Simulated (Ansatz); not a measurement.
**C₂H₅FTe: basis-set convergence**

One table from this session's results is given with a row withheld; the runs are named, their logs left out.

Method: one geometry, several basis sets; program: Ansatz 0.2.0, Gaussian basis.

Levels to be run: PBE0-D4/def2-SVP; ωB97M-V/def2-SVP; PBE0-D4/def2-QZVPP; ωB97M-V/def2-QZVPP; the functionals' def2-TZVPP values are taken from earlier runs.

## Structure used throughout

The geometry comes from an earlier relaxation with PBE0-D4 in a triple-zeta def2 set; it is a stationary point, not always the lowest conformer. Te takes the def2 core potential; no spin-orbit term is included.

SMILES `FCC[TeH]`, 9 atoms, charge 0, spin multiplicity 1.

Atoms are counted from 1 here; the program's logs count them from 0.

Bond lengths: F1–C2 1.388 Å, C2–C3 1.504 Å, C2–H5 1.093 Å, C2–H6 1.094 Å, C3–Te4 2.147 Å, C3–H7 1.091 Å, C3–H8 1.089 Å, Te4–H9 1.658 Å. Angles: F1–C2–C3 109.5°, F1–C2–H5 107.9°, F1–C2–H6 107.6°, C3–C2–H5 111.4°, C3–C2–H6 111.4°, H5–C2–H6 108.9°, C2–C3–Te4 111.5°, C2–C3–H7 111.1°, C2–C3–H8 111.9°, Te4–C3–H7 105.2°, Te4–C3–H8 108.3°, H7–C3–H8 108.6°, C3–Te4–H9 93.3°.

Set-up of the first run:

The input, in.yaml:

```yaml
crystal:
  periodic: [false, false, false]
  atoms:
    - {symbol: F, position_ang: [-1.957609, 0.019562, 0.850927]}
    - {symbol: C, position_ang: [-0.911365, 0.327492, -0.007439]}
    - {symbol: C, position_ang: [0.377686, -0.190505, 0.568035]}
    - {symbol: Te, position_ang: [2.048845, 0.291033, -0.690449]}
    - {symbol: H, position_ang: [-0.884767, 1.413403, -0.129738]}
    - {symbol: H, position_ang: [-1.130592, -0.132607, -0.975142]}
    - {symbol: H, position_ang: [0.596434, 0.280152, 1.527795]}
    - {symbol: H, position_ang: [0.354795, -1.270092, 0.707062]}
    - {symbol: H, position_ang: [1.595174, -0.784839, -1.868150]}
basis:
  gaussian: {orbitals: def2-SVP}
hamiltonian: {xc: pbe0, dispersion: d4}
output: {orbitals: {seedname: orbitals}}
```

Steps of the session up to this table: PBE0-D4 in def2-SVP; ωB97M-V in def2-SVP; PBE0-D4 in def2-QZVPP; ωB97M-V in def2-QZVPP.

One of the session's tables, all rows but one given; the rest of the session is left out.

It belongs to the step «Density functionals: the series». 

```
functional       basis  HOMO (eV)
   PBE0-D4    def2-SVP      -6.34
   PBE0-D4  def2-TZVPP      -6.44
   PBE0-D4  def2-QZVPP      -6.46
   ωB97M-V    def2-SVP      -8.44
   ωB97M-V  def2-TZVPP      -8.57
   ωB97M-V  def2-QZVPP          ?
```

Q: Estimate the row for ωB97M-V, def2-QZVPP from the others.

**Answer.** HOMO (eV): -8.59. In the column «HOMO (eV)» it is the lowest.
